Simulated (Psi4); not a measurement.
# C2F4O (trifluoroacetyl fluoride) at B3LYP/6-31G(d) (Cartesian functions)

Aim: the vertical ionisation energy of C2F4O (trifluoroacetyl fluoride) at B3LYP/6-31G* (Cartesian functions), from 2 runs. 

The results are computed with Psi4 1.11.

### 1 Starting point

C2F4O: 7 atoms, total charge 0, spin state singlet. As SMILES, `O=C(F)C(F)(F)F`. The coordinates come from a PBE0-D4/def2-TZVP relaxation.

Bond lengths: O1–C2 1.172 Å, C2–F3 1.326 Å, C2–C4 1.542 Å, C4–F5 1.330 Å, C4–F6 1.330 Å, C4–F7 1.318 Å. Angles: O1–C2–F3 124.0°, O1–C2–C4 126.4°, F3–C2–C4 109.5°, C2–C4–F5 109.8°, C2–C4–F6 109.8°, C2–C4–F7 110.2°, F5–C4–F6 108.7°, F5–C4–F7 109.1°, F6–C4–F7 109.1°.

### 2 The energy at B3LYP/6-31G(d) (Cartesian functions)

The input, run_ase.py:

```python
import numpy as np
from ase.calculators.psi4 import Psi4
from ase import Atoms

a = Atoms(['O', 'C', 'F', 'C', 'F', 'F', 'F'], positions=[
    [1.061180, -1.396170, 0.701140],
    [0.088980, -0.798110, 0.435150],
    [-1.136840, -1.201010, 0.739860],
    [0.018150, 0.551850, -0.306440],
    [-0.697880, 0.418270, -1.418740],
    [-0.564330, 1.461580, 0.468830],
    [1.230750, 0.963590, -0.619810],
])
calc = Psi4(atoms=a, method='b3lyp', basis='6-31G*', memory='2200MB', num_threads=1, charge=0, multiplicity=1, label='c2f4o')
calc.psi4.set_options({'puream': False, 'e_convergence': 1e-09, 'd_convergence': 1e-08, 'scf_type': 'pk', 'dft_radial_points': 99, 'dft_spherical_points': 590})
a.calc = calc

print(f'energy: {a.get_potential_energy():.6f} eV')
```

On the command line:

```console
$ python run_ase.py
```

c2f4o.dat:

```text
[...]
  Running in c1 symmetry.
[...]
  Nuclear repulsion =  336.982269552340540
[...]
  Multiplicity = 1
[...]
  Nalpha       = 28
  Nbeta        = 28
[...]
    Number of basis functions: 105
[...]
   @RKS iter   1:  -550.60717259756518   -8.52445e-02   6.97861e-03 DIIS/ADIIS
[...]
   @RKS iter  13:  -550.78736663989559    2.27374e-13   2.50379e-09 DIIS
[...]
    Orbital Energies [Eh]
    ---------------------
    Doubly Occupied:
       1A    -24.764624     2A    -24.760717     3A    -24.760206
       4A    -24.760200     5A    -19.209820     6A    -10.472498
       7A    -10.393114     8A     -1.350929     9A     -1.289982
      10A     -1.258596    11A     -1.256887    12A     -1.120258
      13A     -0.778538    14A     -0.676591    15A     -0.628765
      16A     -0.624209    17A     -0.614680    18A     -0.535029
      19A     -0.521888    20A     -0.494185    21A     -0.489707
      22A     -0.487690    23A     -0.457258    24A     -0.454322
      25A     -0.432323    26A     -0.417543    27A     -0.412787
      28A     -0.342784
[...]
  @RKS Final Energy:  -550.78736663989559
   => Energetics <=
    Nuclear Repulsion Energy =            336.9822695523405400
    One-Electron Energy =               -1432.4565267813959508
    Two-Electron Energy =                 594.2473578456423411
    DFT Exchange-Correlation Energy =     -49.5604672564825464
    Empirical Dispersion Energy =           0.0000000000000000
    VV10 Nonlocal Energy =                  0.0000000000000000
    Total Energy =                       -550.7873666398955947
[...]
 Multipole Moments:
 ------------------------------------------------------------------------------------
     Multipole            Electronic (a.u.)      Nuclear  (a.u.)        Total (a.u.)
 ------------------------------------------------------------------------------------
 L = 1.  Multiply by 2.5417464519 to convert [e a0] to [Debye]
 Dipole X            :         -1.2315445            0.9793085           -0.2522360
 Dipole Y            :          1.5531157           -1.3638575            0.1892582
 Dipole Z            :         -0.7767944            0.6885256           -0.0882688
 Magnitude           :                                                    0.3274646
[...]
```

The script printed:

```text
energy: -14987.687651 eV
```

Run time: 20 s. Hardware: 1 thread of Intel Xeon Platinum 8375C at 2.90GHz (Ice Lake), shared host; peak memory 0.96 GiB.

### 3 The doublet cation, same level

The input, job.dat:

```
memory 2.2 GB

molecule mol {
  1 2
  O      1.061180    -1.396170     0.701140
  C      0.088980    -0.798110     0.435150
  F     -1.136840    -1.201010     0.739860
  C      0.018150     0.551850    -0.306440
  F     -0.697880     0.418270    -1.418740
  F     -0.564330     1.461580     0.468830
  F      1.230750     0.963590    -0.619810
  symmetry c1
  no_reorient
  no_com
}

set basis 6-31G*
set reference uks
set puream false
set e_convergence 1e-09
set d_convergence 1e-08
set scf_type pk
set dft_radial_points 99
set dft_spherical_points 590
set maxiter 100

result, w = energy('b3lyp', return_wfn=True)
```

On the command line:

```console
$ psi4 -n 1 job.dat job.out
```

job.out:

```text
[...]
  Running in c1 symmetry.
[...]
  Nuclear repulsion =  336.982269552340540
[...]
  Multiplicity = 2
[...]
  Nalpha       = 28
  Nbeta        = 27
[...]
    Number of basis functions: 105
[...]
   @UKS iter   1:  -550.16367460324614    3.58253e-01   6.24959e-03 DIIS/ADIIS
[...]
   @UKS iter  18:  -550.33178738186518   -1.25056e-12   2.52935e-09 DIIS
[...]
   @S^2 Observed:                7.563430885E-01
[...]
    Orbital Energies [Eh]
    ---------------------
    Alpha Occupied:
       1A    -25.077328     2A    -25.018857     3A    -25.018837
       4A    -25.000457     5A    -19.621736     6A    -10.750767
       7A    -10.726549     8A     -1.608000     9A     -1.587280
      10A     -1.507574    11A     -1.506375    12A     -1.493632
      13A     -1.073212    14A     -0.944957    15A     -0.914900
      16A     -0.881050    17A     -0.877206    18A     -0.853051
      19A     -0.835219    20A     -0.784305    21A     -0.748314
      22A     -0.743872    23A     -0.730726    24A     -0.730543
      25A     -0.698454    26A     -0.691059    27A     -0.675217
      28A     -0.669415
    Alpha Virtual:
[...]
  @UKS Final Energy:  -550.33178738186518
   => Energetics <=
    Nuclear Repulsion Energy =            336.9822695523405400
    One-Electron Energy =               -1416.7982665271556471
    Two-Electron Energy =                 578.6405946098781214
    DFT Exchange-Correlation Energy =     -49.1563850169282190
    Empirical Dispersion Energy =           0.0000000000000000
    VV10 Nonlocal Energy =                  0.0000000000000000
    Total Energy =                       -550.3317873818651833
[...]
 Multipole Moments:
 ------------------------------------------------------------------------------------
     Multipole            Electronic (a.u.)      Nuclear  (a.u.)        Total (a.u.)
 ------------------------------------------------------------------------------------
 L = 1.  Multiply by 2.5417464519 to convert [e a0] to [Debye]
 Dipole X            :          2.7422879           -2.6125086            0.1297793
 Dipole Y            :         -4.8581431            4.0344708           -0.8236723
 Dipole Z            :          2.5013153           -2.0548126            0.4465027
 Magnitude           :                                                    0.9458559
[...]
```

Wall time 43 s (1 thread of Intel Xeon Platinum 8375C at 2.90GHz (Ice Lake), shared host); peak memory 0.95 GiB.

### 4 What came out

Level: B3LYP/6-31G* (Cartesian functions).

| quantity | value |
| --- | --- |
| singlet C2F4O: total energy | -550.78737 Eh |
| singlet C2F4O: dipole moment | 0.83 D |
| singlet C2F4O: HOMO energy | -9.33 eV |
| singlet C2F4O: LUMO energy | -1.59 eV |
| singlet C2F4O: HOMO–LUMO gap | 7.74 eV |
| doublet cation: total energy | -550.33179 Eh |
| doublet cation: HOMO energy (highest over α and β) | -18.16 eV |
| doublet cation: LUMO energy (lowest over α and β) | -15.40 eV |
| doublet cation: ⟨S²⟩ | 0.756 |
| vertical ionisation energy (to the doublet cation) | 12.397 eV |

In words: Removing an electron at fixed nuclei costs 12.40 eV (1196 kJ/mol). −ε(HOMO) before ionisation, 9.33 eV, is 3.07 eV below this ionisation energy.
